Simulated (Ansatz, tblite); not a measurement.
# The cluster Sn4H7−: rung by rung

Aim: run the singlet of the cluster Sn4H7− at one geometry on many levels, and compare frontier levels, spin and run time.

Computed with Ansatz 0.2.0, Gaussian basis. Level: as each input shows.

The runs, in order: GFN1-xTB, GFN2-xTB, PBE-D4/def2-TZVPD, r2SCAN-D4/def2-TZVPD, B97M-V/def2-TZVPD, HF/def2-TZVPD, B3LYP-D4/def2-TZVPD, CCSD(T)/def2-SVPD, MP2/def2-TZVPD.

7 further runs of the same task are left out: 7 set aside as unsound or not needed.

## 1. The geometry

The geometry is that of the singlet, from an earlier relaxation (PBE-D4/def2-SVPD). At that level it is the lowest of the isomers that a small search found.

11 atoms, charge -1, spin multiplicity 1.

Bond lengths: Sn1–Sn3 2.860 Å, Sn1–Sn4 2.937 Å, Sn1–H6 1.768 Å, Sn1–H10 1.768 Å, Sn2–Sn3 2.860 Å, Sn2–Sn4 2.937 Å, Sn2–H5 1.768 Å, Sn2–H9 1.768 Å, Sn3–H7 1.759 Å, Sn3–H11 1.770 Å, Sn4–H8 1.813 Å. Angles: Sn3–Sn1–Sn4 95.7°, Sn3–Sn1–H6 106.4°, Sn3–Sn1–H10 113.6°, Sn4–Sn1–H6 116.1°, Sn4–Sn1–H10 124.3°, H6–Sn1–H10 100.2°, Sn3–Sn2–Sn4 95.7°, Sn3–Sn2–H5 113.6°, Sn3–Sn2–H9 106.4°, Sn4–Sn2–H5 124.3°, Sn4–Sn2–H9 116.1°, H5–Sn2–H9 100.2°, Sn1–Sn3–Sn2 83.3°, Sn1–Sn3–H7 110.8°, Sn1–Sn3–H11 124.9°, Sn2–Sn3–H7 110.8°, Sn2–Sn3–H11 124.9°, H7–Sn3–H11 101.6° and more.

Sn takes a core potential in the def2 sets. No spin-orbit coupling is included. The ion is computed in the gas phase, without counter-ions or solvent.

PBE0-D4/def2-TZVPD was run before; its log isn't repeated, and its numbers join the tables.

## 2. GFN1-xTB

Tight binding, by tblite at 300 K electronic temperature and without a spin-polarisation term:

```python
tblite.interface.Calculator('GFN1-xTB', numbers, positions, charge=-1, uhf=0).singlepoint()
```

Energy -383.1722 eV, HOMO -5.77 eV, LUMO -2.44 eV; 0.006 s.

## 3. GFN2-xTB

Tight binding, by tblite at 300 K electronic temperature and without a spin-polarisation term:

```python
tblite.interface.Calculator('GFN2-xTB', numbers, positions, charge=-1, uhf=0).singlepoint()
```

Energy -334.4233 eV, HOMO -5.94 eV, LUMO -3.37 eV; 0.006 s.

## 4. PBE-D4/def2-TZVPD

start.molden holds the orbitals of an earlier run on this state, given as this run's starting guess.

in.yaml

```yaml
crystal:
  periodic: [false, false, false]
  atoms:
    - {symbol: Sn, position_ang: [-1.902750, -0.514989, -0.192173]}
    - {symbol: Sn, position_ang: [1.897375, -0.507358, -0.255559]}
    - {symbol: Sn, position_ang: [-0.004807, 1.622132, -0.095699]}
    - {symbol: Sn, position_ang: [0.013416, -2.635664, 0.485904]}
    - {symbol: H, position_ang: [3.408085, -0.171945, 0.600342]}
    - {symbol: H, position_ang: [-2.541688, -0.542541, -1.840299]}
    - {symbol: H, position_ang: [0.020211, 2.365017, 1.498126]}
    - {symbol: H, position_ang: [0.039764, -1.940274, 2.159578]}
    - {symbol: H, position_ang: [2.480832, -0.532549, -1.924179]}
    - {symbol: H, position_ang: [-3.385327, -0.185613, 0.713779]}
    - {symbol: H, position_ang: [-0.025112, 3.043783, -1.149820]}
basis:
  gaussian: {orbitals: def2-TZVPD, initial_orbitals: start.molden}
total_charge: -1
hamiltonian: {xc: pbe, dispersion: d4}
scf: {omitted_lower_state_checks: [starts]}
output: {forces: true, orbitals: {seedname: orbitals}}
```

Started as:

```bash
$ ansatz run in.yaml --threads 4 --pin off --events-out ev --progress --plain --max-ram 4787MiB
```

After this run come: r2SCAN-D4/def2-TZVPD; B97M-V/def2-TZVPD; HF/def2-TZVPD; B3LYP-D4/def2-TZVPD; CCSD(T)/def2-SVPD; MP2/def2-TZVPD.

Before running them: what should the planned runs give, taken together? Wanted: gap in def2-TZVPD, named functionals and Hartree-Fock, smallest and largest; correlation energy, CCSD(T)/def2-SVPD; correlation energy, MP2/def2-TZVPD.

The runs gave:

```
                                                                   quantity                           value
gap in def2-TZVPD, named functionals and Hartree-Fock, smallest and largest  2.85 eV (PBE-D4), 7.29 eV (HF)
                                      correlation energy, CCSD(T)/def2-SVPD                       -15.92 eV
                                         correlation energy, MP2/def2-TZVPD                       -36.05 eV
```

Over the named functionals and Hartree-Fock in def2-TZVPD the gap runs from 2.85 eV (PBE-D4) to 7.29 eV (HF); exact exchange widens it.
